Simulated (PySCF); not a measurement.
CFH3, in a box:

```
C F H
1.0
    12.00000    0.00000    0.00000
     0.00000   11.00000    0.00000
     0.00000    0.00000   11.00000
C F H
1 1 3
Direct
  0.48955 0.50101 0.49386
  0.58495 0.43343 0.47782
  0.41722 0.44103 0.48788
  0.48504 0.57039 0.42297
  0.49212 0.54425 0.58321
```

Program: PySCF 2.14.0. Alike in all runs: task atomic charges; potentials or basis cc-pvdz (all-electron); no spin polarisation; cell as given; k mesh 1 × 1 × 1; smearing fixed.

Problem. Order these runs on this cell by their band gap on the k mesh, lowest first.
A. level M06-L+D3; three-body dispersion term no
B. level TM
C. level M06+D3; three-body dispersion term no; exxdiv ewald

Solution. B (9.43 eV), A (10.21 eV), C (11.66 eV).

Caveats: this is a molecule in a periodic box at the Γ point, so its band gap is the HOMO-LUMO gap; the basis of atomic orbitals isn't converged, which shifts pressures, moduli and gaps.

Runs at the PBE level aren't shown here.
